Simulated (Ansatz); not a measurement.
**FGeH₆NOSi: up Jacob's ladder to CCSD(T)**

An exercise on one series of results from a longer session: the logs are not shown, and one member is left open.

Program: Ansatz 0.2.0, Gaussian basis. Level of theory: functionals in def2-TZVPP, the program's frozen cores in correlated methods. These are calculated values, not measurements.

The runs, in order: LDA (SPW92), PBE-D4, revPBE-D4, BLYP-D4, r2SCAN-D4, B97M-V, PBE0-D4, B3LYP-D4, r2SCANh-D4, r2SCAN0-D4, HSE06-D4, BHLYP-D4, CAM-B3LYP-D4, LC-ωPBE, ωB97X-V, ωB97M-V, B2PLYP, PBE-QIDH; CCSD(T)/def2-SVP; CCSD(T)/def2-TZVPP; MP2/def2-QZVPP; extrapolation to the limit; RPA on PBE.

**Structure used throughout**

All runs share one geometry, relaxed beforehand with PBE0-D4 in a triple-zeta def2 set.

11 atoms, charge 0, spin multiplicity 1.

Atoms are counted from 1 here; the program's logs count them from 0.

Bond lengths: O1–Si2 1.631 Å, O1–H6 0.959 Å, Si2–F3 1.597 Å, Si2–N4 1.698 Å, Si2–H7 1.473 Å, N4–Ge5 1.845 Å, N4–H8 1.009 Å, Ge5–H9 1.539 Å, Ge5–H10 1.535 Å, Ge5–H11 1.537 Å. Angles: Si2–O1–H6 118.1°, O1–Si2–F3 112.3°, O1–Si2–N4 109.9°, O1–Si2–H7 104.9°, F3–Si2–N4 106.8°, F3–Si2–H7 106.5°, N4–Si2–H7 116.5°, Si2–N4–Ge5 127.1°, Si2–N4–H8 117.9°, Ge5–N4–H8 114.5°, N4–Ge5–H9 109.8°, N4–Ge5–H10 106.5°, N4–Ge5–H11 110.1°, H9–Ge5–H10 110.2°, H9–Ge5–H11 109.2°, H10–Ge5–H11 110.9°.

Set-up of the first run:

in.yaml

```yaml
crystal:
  periodic: [false, false, false]
  atoms:
    - {symbol: O, position_ang: [0.501572, 0.843105, 1.802263]}
    - {symbol: Si, position_ang: [0.428087, -0.682477, 1.230471]}
    - {symbol: F, position_ang: [-0.429992, -1.642008, 2.175650]}
    - {symbol: N, position_ang: [-0.321788, -0.693968, -0.292768]}
    - {symbol: Ge, position_ang: [-0.220851, 0.611515, -1.592772]}
    - {symbol: H, position_ang: [-0.311527, 1.350293, 1.840289]}
    - {symbol: H, position_ang: [1.815455, -1.175070, 1.284678]}
    - {symbol: H, position_ang: [-0.784681, -1.541201, -0.584786]}
    - {symbol: H, position_ang: [-1.002348, 1.858318, -1.140444]}
    - {symbol: H, position_ang: [-0.854347, 0.017805, -2.858729]}
    - {symbol: H, position_ang: [1.245919, 0.996688, -1.843151]}
basis:
  gaussian: {orbitals: def2-TZVPP}
hamiltonian: {xc: lda}
output: {orbitals: {seedname: orbitals}}
```

Run with:

```console
> ansatz run in.yaml --threads 2 --pin off --events-out ev --progress --plain --max-ram 31744MiB --backend cpu
```

Among the steps run: LDA; PBE-D4 (GGA); revPBE-D4 (GGA); BLYP-D4 (GGA); r2SCAN-D4 (meta-GGA); B97M-V (meta-GGA); B3LYP-D4 (hybrid); r2SCANh-D4 (hybrid); r2SCAN0-D4 (hybrid); HSE06-D4 (hybrid); BHLYP-D4 (hybrid); CAM-B3LYP-D4 (range-separated); LC-ωPBE (range-separated); ωB97X-V (range-separated); ωB97M-V (range-separated); B2PLYP (double hybrid); PBE-QIDH (double hybrid).

One of the session's tables, all rows but one given; the rest of the session is left out.

It belongs to the step «Orbital energies across the functionals». 

```
  functional  HOMO (eV)  gap (eV)
 LDA (SPW92)      -6.48      5.59
      PBE-D4      -6.35      5.70
   revPBE-D4      -6.29      5.77
     BLYP-D4      -6.22      5.63
   r2SCAN-D4      -6.66      6.43
      B97M-V      -6.79      6.27
     PBE0-D4      -7.74      7.92
    B3LYP-D4      -7.50      7.40
  r2SCANh-D4      -7.18      7.22
  r2SCAN0-D4      -7.96      8.40
    HSE06-D4      -7.34      7.15
    BHLYP-D4          ?         ?
CAM-B3LYP-D4      -9.14     10.20
     LC-ωPBE     -10.52     12.86
     ωB97X-V     -10.16     12.29
     ωB97M-V     -10.05     11.83
```

Estimate the missing values for BHLYP-D4.

Worked estimate for «HOMO (eV)». Against the share of exact exchange, BLYP-D4 (0, -6.22), B3LYP-D4 (0.2, -7.50) give a slope of -6.40 per unit share; at 0.5 the line stands at -9.42.

As computed: HOMO (eV): -9.05; gap (eV): 9.96. In «HOMO (eV)» the line misses by -0.37.
